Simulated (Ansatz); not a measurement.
**Al2SiO: a trial structure relaxed**

Aim: relax a trial structure of Al2SiO and see where it ends.

Program: Ansatz 0.2.0. Level of theory: DFT PBE, scalar-relativistic, plane waves, PAW. These are calculated values, not measurements.

## (1) The system as given

The structure is tetragonal, space group P4/mmm (No. 123). The conventional cell has a = 3.310 Å, b = 3.310 Å, c = 4.831 Å, α = 90.00°, β = 90.00°, γ = 90.00°. Al (site symmetry 4mm) has 1 Si at 1.51 Å as nearest neighbours. Si (site symmetry 4/mmm) has 2 Al at 1.51 Å as nearest neighbours. Around O (site symmetry 4/mmm) lie 8 Al at 2.51 Å.

Structure file:

```cif
data_structure
_symmetry_space_group_name_H-M 'P4/mmm'
_symmetry_Int_Tables_number 123
_cell_length_a 3.3096
_cell_length_b 3.3096
_cell_length_c 4.8309
_cell_angle_alpha 90.000
_cell_angle_beta 90.000
_cell_angle_gamma 90.000
_cell_volume 52.92
loop_
_atom_site_label
_atom_site_type_symbol
_atom_site_symmetry_multiplicity
_atom_site_Wyckoff_symbol
_atom_site_fract_x
_atom_site_fract_y
_atom_site_fract_z
_atom_site_occupancy
Al1 Al 2 h 0.50000 0.50000 0.68650 1
Si1 Si 1 c 0.50000 0.50000 0.00000 1
O1 O 1 b 0.00000 0.00000 0.50000 1
```

A structure generator made this guess: random cell by space group and Wyckoff sites (P4/mmm, No. 123). Lengths come from tabulated atomic sizes and are only a guess.

## (2) The guess as it stands, on a coarse mesh

The input, input.yaml:

```yaml
crystal:
  lattice:
    - [3.30961703, 0.0, 0.0]
    - [0.0, 3.30961703, 0.0]
    - [0.0, 0.0, 4.83085972]
  atoms:
    - { symbol: Al, position: [0.5, 0.5, 0.68650265] }
    - { symbol: Al, position: [0.5, 0.5, 0.31349735] }
    - { symbol: Si, position: [0.5, 0.5, 0.0] }
    - { symbol: O, position: [0.0, 0.0, 0.5] }
basis:
  ecutwfc: 420
kpoints:
  mp_grid: { grid: [6, 6, 4] }
hamiltonian:
  xc: pbe
scf:
  occupations: { method: gaussian, width: 0.1 }
  lower_state_search: "off"
output:
  forces: true
  stress: true
  eigenvalues: true
```

Launch:

```console
$ ansatz run input.yaml --threads 1 --pin off --max-ram 2560MiB --backend cpu --events-out ev --progress --plain --runs-dir out
```

Further runs follow: spin check on a coarse mesh; a loose first relaxation; full relaxation.

Q: Predict the outcome of this session. Wanted: conventional cell; volume; energy over the elements; gap on the mesh.

As calculated:

| quantity | value |
| --- | --- |
| symmetry at the end (tolerance 0.05 Å) | space group P4/mmm (No. 123) |
| conventional cell | a = 2.672 Å, b = 2.672 Å, c = 8.168 Å, α = 90.00°, β = 90.00°, γ = 90.00° |
| volume | 14.58 Å³/atom |
| energy over the elements (uncorrected; H, N, O, F and Cl as molecules) | -0.13 eV/atom |
| gap on the mesh | none (metal) |

In words: The space group P4/mmm (No. 123) is kept, and the volume per atom grows by 10.2 % from the first guess. A negative formation energy is needed for stability but isn't enough; other structures and compounds were not set against it here. No finished test with a distortion of lower symmetry is shown, so the end may be a saddle point. A spin-polarised run here lost its starting moments, which speaks against magnetism, though one start doesn't rule it out. Where forces pass 15 eV/Å atoms stand far too close, the PAW spheres overlap strongly and those numbers are rough. Other magnetic orders were not searched.
